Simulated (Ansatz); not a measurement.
# Cu: the cost of one run

Computed with Ansatz 0.2.0 (DFT LDA, scalar-relativistic, plane waves, PAW, unless a step's input says otherwise).

## 1. The starting structure

It takes space group I4/mmm (No. 139, tetragonal). The conventional cell has a = 2.886 Å, b = 2.886 Å, c = 2.752 Å, α = 90.00°, β = 90.00°, γ = 90.00°. Cu (site symmetry 4/mmm) is surrounded by 10 Cu at 2.46 to 2.75 Å.

As a file:

```
CELL_PARAMETERS angstrom
-1.44279 1.44279 1.37608
1.44279 -1.44279 1.37608
1.44279 1.44279 -1.37608
ATOMIC_POSITIONS crystal
Cu 0.00000 0.00000 0.00000
```

Source of the structure: the Materials Project (structure only).

## 2. A first look at the start

input.yaml reads:

```yaml
crystal:
  lattice:
    - [-1.44279332, 1.44279332, 1.37608145]
    - [1.44279332, -1.44279332, 1.37608145]
    - [1.44279332, 1.44279332, -1.37608145]
  atoms:
    - { symbol: Cu, position: [0.0, 0.0, 0.0] }
basis:
  ecutwfc: 420
kpoints:
  mp_grid: { grid: [8, 8, 8] }
hamiltonian:
  xc: lda
scf:
  occupations: { method: gaussian, width: 0.1 }
output:
  forces: true
  stress: true
  eigenvalues: true
```

What time and memory should one allow on 1 thread of an Arm CPU, shared host?

About 1.3 s, with a peak of 0.25 GiB.
